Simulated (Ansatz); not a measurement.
# C₃H₄F₄O: basis-set convergence

An exercise on one series of results from a longer session: the logs are not shown, and one member is left open.

Method: one geometry, several basis sets; program: Ansatz 0.2.0, Gaussian basis.

Levels to be run: PBE0-D4/def2-SVP; ωB97M-V/def2-SVP; PBE0-D4/def2-QZVPP; ωB97M-V/def2-QZVPP; the functionals' def2-TZVPP values are taken from earlier runs.

### The geometry

An earlier PBE0-D4 in a triple-zeta def2 set relaxation fixed the geometry.

SMILES `OCC(F)(F)C(F)F`, 12 atoms, charge 0, spin multiplicity 1.

Atoms are counted from 1 here; the program's logs count them from 0.

Bond lengths: O1–C2 1.401 Å, O1–H9 0.962 Å, C2–C3 1.515 Å, C2–H10 1.097 Å, C2–H11 1.090 Å, C3–F4 1.348 Å, C3–F5 1.362 Å, C3–C6 1.530 Å, C6–F7 1.351 Å, C6–F8 1.345 Å, C6–H12 1.093 Å. Angles: C2–O1–H9 108.5°, O1–C2–C3 111.4°, O1–C2–H10 113.0°, O1–C2–H11 107.8°, C3–C2–H10 107.2°, C3–C2–H11 108.8°, H10–C2–H11 108.5°, C2–C3–F4 109.5°, C2–C3–F5 108.9°, C2–C3–C6 113.9°, F4–C3–F5 107.7°, F4–C3–C6 109.5°, F5–C3–C6 107.0°, C3–C6–F7 108.7°, C3–C6–F8 109.8°, C3–C6–H12 111.2°, F7–C6–F8 108.4°, F7–C6–H12 109.2° and more.

The first run:

in.yaml reads:

```yaml
crystal:
  periodic: [false, false, false]
  atoms:
    - {symbol: O, position_ang: [0.219775, 1.743393, -0.682621]}
    - {symbol: C, position_ang: [0.950085, 0.567733, -0.464877]}
    - {symbol: C, position_ang: [0.229889, -0.361342, 0.491361]}
    - {symbol: F, position_ang: [0.993913, -1.447053, 0.725651]}
    - {symbol: F, position_ang: [0.046895, 0.281305, 1.678675]}
    - {symbol: C, position_ang: [-1.151019, -0.804376, 0.004653]}
    - {symbol: F, position_ang: [-1.007236, -1.468263, -1.162841]}
    - {symbol: F, position_ang: [-1.703845, -1.639126, 0.902309]}
    - {symbol: H, position_ang: [0.219151, 2.256348, 0.130705]}
    - {symbol: H, position_ang: [1.947371, 0.752838, -0.047815]}
    - {symbol: H, position_ang: [1.064209, 0.064335, -1.425403]}
    - {symbol: H, position_ang: [-1.809189, 0.054207, -0.149808]}
basis:
  gaussian: {orbitals: def2-SVP}
hamiltonian: {xc: pbe0, dispersion: d4}
output: {orbitals: {seedname: orbitals}}
```

Started as:

```bash
> ansatz run in.yaml --threads 2 --pin off --events-out ev --progress --plain --max-ram 22528MiB --backend cpu
```

Among the steps run: PBE0-D4 in def2-SVP; ωB97M-V in def2-SVP; PBE0-D4 in def2-QZVPP; ωB97M-V in def2-QZVPP.

One of the session's tables, all rows but one given; the rest of the session is left out.

It belongs to the step «Density functionals: the series». 

```
functional       basis  HOMO (eV)  LUMO (eV)
   PBE0-D4    def2-SVP      -8.56       1.40
   PBE0-D4  def2-TZVPP      -8.77       0.72
   PBE0-D4  def2-QZVPP          ?          ?
   ωB97M-V    def2-SVP     -10.98       3.14
   ωB97M-V  def2-TZVPP     -11.20       2.22
   ωB97M-V  def2-QZVPP     -11.26       1.58
```

Estimate the missing values for PBE0-D4, def2-QZVPP.

As computed: HOMO (eV): -8.82; LUMO (eV): 0.34. In the column «HOMO (eV)» it lies between ωB97M-V, def2-SVP (-10.98) and PBE0-D4, def2-TZVPP (-8.77).
